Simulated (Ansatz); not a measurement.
# SnSe2: a single-point run

The task is a single-point run on SnSe2. The structure is shown as the input types it.

Program: Ansatz 0.2.0. Level of theory: density functional or hybrid calculation with the settings of its input, plane waves (as first typed). These are calculated values, not measurements.

4 further runs of the same task are left out: 4 that didn't finish.

## Step 1: The system as given

The structure is trigonal, space group P-3m1 (No. 164). The conventional cell has a = 3.825 Å, b = 3.825 Å, c = 6.227 Å, α = 90.00°, β = 90.00°, γ = 120.00°. Sn (site symmetry -3m) has 6 Se at 2.71 Å as nearest neighbours. Se (site symmetry 3m) is surrounded by 3 Sn at 2.71 Å.

The input asks for a charge of +0.1 e on the cell.

Coordinates:

```cif
data_structure
_symmetry_space_group_name_H-M 'P 1'
_symmetry_Int_Tables_number 1
_cell_length_a 3.8252
_cell_length_b 3.8252
_cell_length_c 6.2271
_cell_angle_alpha 90.000
_cell_angle_beta 90.000
_cell_angle_gamma 120.000
_cell_volume 78.91
loop_
_atom_site_label
_atom_site_type_symbol
_atom_site_fract_x
_atom_site_fract_y
_atom_site_fract_z
_atom_site_occupancy
Sn1 Sn 0.00000 0.00000 0.00000 1
Se1 Se 0.33333 0.66667 0.25308 1
Se2 Se 0.66667 0.33333 0.74692 1
```

## Step 2: Running it

input.yaml

```yaml
crystal:
  lattice:
    - [3.8251638404, 0.0, 0.0]
    - [-1.9125819202, 3.3126890594, 0.0]
    - [0.0, 0.0, 6.2270561301]
  atoms:
    - { symbol: Sn, position: [0.0, 0.0, 0.0] }
    - { symbol: Se, position: [0.3333333333, 0.6666666667, 0.2530760434] }
    - { symbol: Se, position: [0.6666666667, 0.3333333333, 0.7469239566] }
kpoints:
  mp_grid: { grid: [6, 6, 2] }
hamiltonian:
  xc: hse06
scf:
  occupations: { method: fixed }
  n_extra_bands: 4
  max_iter: 80
output:
  forces: true
  stress: true
  eigenvalues: true
total_charge: 0.1
```

Command:

```bash
$ ansatz run input.yaml --threads 4 --pin off --max-ram 3686MiB --backend cpu --events-out ev --progress --plain --runs-dir out
```

What happens when this is run?

The run ended at the input check. It says: «inconsistent input (total_charge, scf.occupations.method): 0.1 gives a fractional electron count (45.900) which fixed/explicit occupations and the σ = 0 step fill (a smearing width below the step floor) cannot realise ...»

The typed charge leaves an electron count that fixed occupations can't fill in whole bands.

Remedy: remove the charge, or use smearing if the charged cell is meant.
